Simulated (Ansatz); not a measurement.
# C₂H₉InN₂O: up Jacob's ladder to CCSD(T)

One table from this session's results is given with a row withheld; the runs are named, their logs left out.

Computed with Ansatz 0.2.0, Gaussian basis. Level: functionals in def2-TZVPP, the program's frozen cores in correlated methods.

Plan: LDA (SPW92), PBE-D4, revPBE-D4, BLYP-D4, r2SCAN-D4, B97M-V, PBE0-D4, B3LYP-D4, r2SCANh-D4, r2SCAN0-D4, HSE06-D4, BHLYP-D4, CAM-B3LYP-D4, LC-ωPBE, ωB97X-V, ωB97M-V, B2PLYP, PBE-QIDH; CCSD(T)/def2-SVP; CCSD(T)/def2-TZVPP; MP2/def2-QZVPP; extrapolation to the limit; RPA on PBE.

## The geometry

An earlier PBE0-D4 in a triple-zeta def2 set relaxation fixed the geometry. In takes the def2 core potential; no spin-orbit term is included.

SMILES `C[N](C)[In]([NH2])[OH]`, 15 atoms, charge 0, spin multiplicity 1.

Atoms are counted from 1 here; the program's logs count them from 0.

Bond lengths: C1–N2 1.437 Å, C1–H7 1.101 Å, C1–H8 1.102 Å, C1–H9 1.093 Å, N2–C3 1.438 Å, N2–In4 2.010 Å, C3–H10 1.093 Å, C3–H11 1.101 Å, C3–H12 1.102 Å, In4–N5 2.017 Å, In4–O6 1.988 Å, N5–H13 1.011 Å, N5–H14 1.011 Å, O6–H15 0.959 Å. Angles: N2–C1–H7 111.5°, N2–C1–H8 112.4°, N2–C1–H9 111.3°, H7–C1–H8 106.9°, H7–C1–H9 107.2°, H8–C1–H9 107.3°, C1–N2–C3 113.0°, C1–N2–In4 123.4°, C3–N2–In4 123.1°, N2–C3–H10 111.3°, N2–C3–H11 111.3°, N2–C3–H12 112.4°, H10–C3–H11 107.1°, H10–C3–H12 107.5°, H11–C3–H12 106.9°, N2–In4–N5 124.6°, N2–In4–O6 118.3°, N5–In4–O6 116.5° and more.

The first run:

in.yaml

```yaml
crystal:
  periodic: [false, false, false]
  atoms:
    - {symbol: C, position_ang: [-1.609836, 0.173465, 1.058131]}
    - {symbol: N, position_ang: [-0.291053, -0.133492, 0.577795]}
    - {symbol: C, position_ang: [0.371204, -1.142153, 1.359677]}
    - {symbol: In, position_ang: [0.453053, 0.583374, -1.145995]}
    - {symbol: N, position_ang: [2.294727, 0.173224, -1.858159]}
    - {symbol: O, position_ang: [-0.584087, 1.975682, -2.114791]}
    - {symbol: H, position_ang: [-1.584645, 0.546245, 2.094085]}
    - {symbol: H, position_ang: [-2.274330, -0.705693, 1.049660]}
    - {symbol: H, position_ang: [-2.084720, 0.946084, 0.447771]}
    - {symbol: H, position_ang: [1.380374, -1.334967, 0.986824]}
    - {symbol: H, position_ang: [0.468275, -0.833593, 2.412333]}
    - {symbol: H, position_ang: [-0.172831, -2.100724, 1.356239]}
    - {symbol: H, position_ang: [2.616871, -0.774145, -1.716725]}
    - {symbol: H, position_ang: [2.416841, 0.407370, -2.834159]}
    - {symbol: H, position_ang: [-1.399851, 2.219333, -1.672695]}
basis:
  gaussian: {orbitals: def2-TZVPP}
hamiltonian: {xc: lda}
output: {orbitals: {seedname: orbitals}}
```

Started as:

```console
$ ansatz run in.yaml --threads 2 --pin off --events-out ev --progress --plain --max-ram 32768MiB --backend cuda --devices 0, --max-vram 18GiB
```

Among the steps run: LDA; PBE-D4 (GGA); revPBE-D4 (GGA); BLYP-D4 (GGA); r2SCAN-D4 (meta-GGA); B97M-V (meta-GGA); B3LYP-D4 (hybrid); r2SCANh-D4 (hybrid); r2SCAN0-D4 (hybrid); HSE06-D4 (hybrid); BHLYP-D4 (hybrid); CAM-B3LYP-D4 (range-separated); LC-ωPBE (range-separated); ωB97X-V (range-separated); ωB97M-V (range-separated); B2PLYP (double hybrid); PBE-QIDH (double hybrid).

One table of the session follows, with a row left open; its other results are not shown here.

It belongs to the step «Orbital energies across the functionals». 

| functional | HOMO (eV) | gap (eV) |
| --- | --- | --- |
| LDA (SPW92) | -4.90 | 2.73 |
| PBE-D4 | -4.75 | 2.84 |
| revPBE-D4 | -4.68 | 2.89 |
| BLYP-D4 | -4.66 | 2.77 |
| r2SCAN-D4 | -4.97 | 3.32 |
| B97M-V | -5.08 | 3.21 |
| PBE0-D4 | -6.02 | 5.00 |
| B3LYP-D4 | -5.83 | 4.48 |
| r2SCANh-D4 | -5.45 | 4.12 |
| r2SCAN0-D4 | ? | ? |
| HSE06-D4 | -5.62 | 4.23 |
| BHLYP-D4 | -7.26 | 7.02 |
| CAM-B3LYP-D4 | -7.41 | 7.29 |
| LC-ωPBE | -8.72 | 9.90 |
| ωB97X-V | -8.39 | 9.35 |
| ωB97M-V | -8.32 | 9.01 |

**Question.** Estimate the row for r2SCAN0-D4.

Worked estimate for «HOMO (eV)». Against the share of exact exchange, r2SCAN-D4 (0, -4.97), r2SCANh-D4 (0.1, -5.45) give a slope of -4.80 per unit share; at 0.25 the line stands at -6.17.

As computed: HOMO (eV): -6.19; gap (eV): 5.32. In «HOMO (eV)» the line misses by +0.02.
